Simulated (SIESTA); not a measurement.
BiTe:

```
Bi Te
1.0
     0.00000    3.23500    3.23500
     3.23500    0.00000    3.23500
     3.23500    3.23500    0.00000
Bi Te
1 1
Cartesian
  0.0000 0.0000 0.0000
  3.2350 3.2350 3.2350
```

| Item | Value |
| --- | --- |
| Program | SIESTA 5.4.2 |
| Task | single point |
| Functional | PBE |
| Potentials or basis | PseudoDojo 0.4 standard (PBE files) |
| Basis | DZP (energy shift 0.003 Ry; two zetas on semicore shells) |
| Grid cutoff | 500 Ry |
| Energy shift | 0.003 Ry |
| k mesh | 7 × 7 × 7 |
| Occupations | fermi-dirac, width 0.05 eV |
| Spin | no spin polarisation |

On this cell: pressure 1.7 GPa; largest force zero by symmetry; band gap on the k mesh none (metal or under the smearing width).

The same run follows on a disturbed copy (atoms moved at random, drawn with an rms of 0.05 Å):

```
Bi Te
1.0
     0.00000    3.23500    3.23500
     3.23500    0.00000    3.23500
     3.23500    3.23500    0.00000
Bi Te
1 1
Direct
  0.98294 0.99120 0.02381
  0.49611 0.49225 0.50219
```

What does the disturbed cell give?

The energy (extrapolated to zero smearing) moves by +6.3 meV/atom; pressure 1.8 GPa; largest force 0.299 eV/Å; band gap on the k mesh none (metal or under the smearing width).

Forces in eV/Å, atoms in the order of the input:
```
Bi  -0.232 -0.092  0.163
Te   0.233  0.092 -0.163
```

Stress tensor (GPa, compression positive):
```
 1.87 -0.05  0.12
-0.05  1.80  0.06
 0.12  0.06  1.83
```

Caveats: spin-orbit coupling is left out, which moves the levels of the heavy elements; the basis of atomic orbitals isn't converged, which shifts pressures, moduli and gaps.
